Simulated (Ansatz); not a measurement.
AlBF2H2, SMILES F[B](F)[AlH2], a short molecular-dynamics run

Program: Ansatz 0.2.0, Python API.

Interactive session:
```pycon
>>> import warnings
>>> import ansatz
>>> import numpy as np
>>> GEOMETRY = """
... F     1.56870   -1.59720   -0.07300
... B     0.25110   -0.98370    0.31160
... F    -0.68500   -1.73840    1.12730
... Al   -0.18350    0.93270   -0.30790
... H     0.74810    1.75360   -1.23830
... H    -1.65720    1.56900    0.13420
... """
>>> warnings.simplefilter("ignore", ansatz.DeckWarning)
>>> system = ansatz.Crystal.molecule()
>>> for line in GEOMETRY.strip().splitlines():
...     symbol, *xyz = line.split()
...     system = system.atom(symbol, [float(v) for v in xyz])
...
>>> setup = (
...     system.calculation()
...     .basis(gaussian="def2-SVP")  # atom-centred Gaussian functions
...     .functional("pbe")
...     .accuracy("medium")  # preset for grids and thresholds
...     .md("nve", timestep=1.0, steps=20, temperature=200, initial_velocities="maxwell_boltzmann", seed=3)
... )
>>> frames = []
>>> res = setup.session().plan().execute(on_event=lambda e: frames.append(e["data"]) if e["event"] == "md_step" else None)
>>> print("t (fs)   E_pot (eV)      E_kin (eV)   T (K)   d(0-1) (A)")
t (fs)   E_pot (eV)      E_kin (eV)   T (K)   d(0-1) (A)
>>> for f in frames[::2]:
...     xyz = np.array(f["positions_ang"])
...     print(f"{f['time_fs']:6.2f} {f['lagrangian_ev']:14.5f} {f['e_kin_ev']:10.5f} {f['temperature_k']:8.1f} {np.linalg.norm(xyz[0] - xyz[1]):9.4f}")
...
  0.00   -12723.82390    0.10341    200.0    1.5035
  2.00   -12723.87281    0.15278    295.5    1.4898
  4.00   -12724.07731    0.35526    687.1    1.4596
  6.00   -12724.31976    0.59497   1150.7    1.4157
  8.00   -12724.43981    0.71375   1380.5    1.3631
 10.00   -12724.37266    0.64783   1253.0    1.3092
 12.00   -12724.20329    0.48064    929.6    1.2636
 14.00   -12724.07552    0.35439    685.4    1.2365
 16.00   -12724.08836    0.36744    710.7    1.2352
 18.00   -12724.24913    0.52640   1018.1    1.2592
 20.00   -12724.44670    0.72119   1394.8    1.3015
>>> kept = np.array([f["conserved_ev"] for f in frames])
>>> print(f"conserved energy moves by at most {1000 * np.ptp(kept):.3f} meV")
conserved energy moves by at most 6.086 meV
```

Reading the output:
- The settings weren't tested for convergence.
- The trajectory is only some femtoseconds long, so its temperature is not equilibrated; where the script doesn't relax first, it starts from a rough generated geometry.
- The temperature counts the internal degrees of freedom alone.
- With hydrogen a step over 0.5 fs is long.
- Run time: 52 s on 1 thread of Arm Neoverse N1, on a shared host, peak memory 0.18 GiB.
